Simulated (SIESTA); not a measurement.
Ba2Tl5V3O12:

```
Ba V Tl O
1.0
     6.65272    0.04946    0.02017
     2.86070    8.36464    0.00384
     2.68279    2.46936    9.19569
Ba V Tl O
2 3 5 12
Direct
  0.80419 0.04665 0.02264
  0.21205 0.95157 0.34012
  0.74540 0.70796 0.33582
  0.25963 0.26599 0.03225
  0.04074 0.07695 0.66106
  0.25636 0.39847 0.35003
  0.58966 0.34866 0.60553
  0.57327 0.88069 0.66842
  0.74552 0.49664 0.11648
  0.11891 0.64206 0.74303
  0.28433 0.09717 0.54175
  0.85350 0.49575 0.34386
  0.40255 0.20448 0.17282
  0.88414 0.05377 0.55967
  0.14017 0.47956 0.98899
  0.54627 0.73631 0.48712
  0.90594 0.24279 0.73262
  0.61543 0.80058 0.18857
  0.05538 0.16451 0.10164
  0.08209 0.90404 0.80708
  0.44178 0.20123 0.89187
  0.94269 0.80417 0.30862
```

The cell was built by a generator and needn't be a form met in nature.

Base run:

- Program: SIESTA 5.4.2
- Functional: PBEsol
- Potentials or basis: PseudoDojo 0.4 standard (PBEsol files)
- Basis: DZP (energy shift 0.003 Ry; two zetas on semicore shells; d shell added on Ba)
- Grid cutoff: 800 Ry
- Energy shift: 0.003 Ry
- k mesh: 5 × 4 × 3
- Occupations: fermi-dirac, width 0.05 eV
- Spin: collinear spin, ferromagnetic start
- Starting moments: [0.0, 0.0, 2.0, 2.0, 2.0, 0.0, 0.0, 0.0, 0.0, 0.0, 0.0, 0.0, 0.0, 0.0, 0.0, 0.0, 0.0, 0.0, 0.0, 0.0, 0.0, 0.0] μB

Its results: band gap on the k mesh 2.82 eV, indirect (least direct gap 2.92 eV); pressure -1.5 GPa; net moment 0.00 μB per cell; largest force 0.195 eV/Å.

**Question.** After a change of settings the same cell gave: band gap on the k mesh 2.88 eV, indirect (least direct gap 2.98 eV); pressure -0.9 GPa; net moment 0.00 μB per cell; largest force 0.192 eV/Å. Which change was it?
A. functional from PBEsol to PBE; potentials or basis from PseudoDojo 0.4 standard (PBEsol files) to PseudoDojo 0.4 standard (PBE files)
B. functional from PBEsol to AM05
C. functional from PBEsol to RPBE; potentials or basis from PseudoDojo 0.4 standard (PBEsol files) to PseudoDojo 0.4 standard (PBE files)
D. functional from PBEsol to LDA; potentials or basis from PseudoDojo 0.4 standard (PBEsol files) to PseudoDojo 0.4 standard (LDA files)

**Answer.** B.

Caveats: this set's barium file shifts pressures by up to 1 GPa against other sets; spin-orbit coupling is left out, which as a rule narrows the gap of such compounds by several tenths of an eV; the basis of atomic orbitals isn't converged, which shifts pressures, moduli and gaps; the potentials were made for another functional, which shifts forces and pressure (some runs).

Not every run made on this cell is shown here.
